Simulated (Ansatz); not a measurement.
**ZrTi2: a single-point run**

The task is a single-point run on ZrTi2. The structure is shown as the input types it.

Method: DFT, PBEsol, norm-conserving pseudopotentials, Ansatz's default files, scalar-relativistic, in Ansatz 0.2.0.

## (1) The structure to begin with

Symmetry: P6/mmm, No. 191, hexagonal system. The conventional cell has a = 4.724 Å, b = 4.724 Å, c = 3.003 Å, α = 90.00°, β = 90.00°, γ = 120.00°. Around Zr (site symmetry 6/mmm) lie 2 Zr at 3.00 Å and 12 Ti at 3.11 Å. Ti (site symmetry -6m2) is surrounded by 5 Ti at 2.73 to 3.00 Å and 6 Zr at 3.11 Å.

As a file:

```
CELL_PARAMETERS angstrom
4.72441 0.00000 0.00000
-2.36221 4.09146 0.00000
0.00000 0.00000 3.00345
ATOMIC_POSITIONS crystal
Zr 0.00000 0.00000 0.00000
Ti 0.66667 0.33333 0.50000
Ti 0.33333 0.66667 0.50000
```

## (2) Running it

input.yaml reads:

```yaml
crystal:
  lattice:
    - [4.7244142807, 0.0, 0.0]
    - [-2.3622071403, 4.0914627851, 0.0]
    - [0.0, 0.0, 3.00344532]
  atoms:
    - { symbol: Zr, position: [0.0, 0.0, 0.0] }
    - { symbol: Ti, position: [0.6666666667, 0.3333333333, 0.5] }
    - { symbol: Ti, position: [0.3333333333, 0.6666666667, 0.5] }
kpoints:
  mp_grid: { grid: [7, 7, 10] }
scf:
  occupations: { method: fermi_dirac, width: 0.05 }
  mixing: { algorithm: broyden, beta: 1.0, ndim: 1, preconditioner: none }
  max_iter: 50
hamiltonian:
  xc: pbesol
  pseudopotentials: { kind: nc }
output:
  forces: true
  stress: true
  eigenvalues: true
  populations: true
```

The run is started by

```bash
$ ansatz run input.yaml --threads 1 --pin off --max-ram 3072MiB --backend cpu --events-out ev --progress --plain --runs-dir out
```

Q: Will this input give a usable result? If not, why, and what should change?

The run converged and reported no error. Convergence says nothing about whether the input makes sense.

The suspect setting: scf.mixing.algorithm is broyden; scf.mixing.beta is 1.0; scf.mixing.ndim is 1; scf.mixing.preconditioner is none. What could go wrong: mixing too aggressive. Here it converged all the same; such a setting changes the road, not the converged state. Several mixing settings were changed at once, so this run can't tell how much each is to blame.

To check: delete scf.mixing.algorithm, scf.mixing.beta, scf.mixing.ndim and scf.mixing.preconditioner (the default then holds).
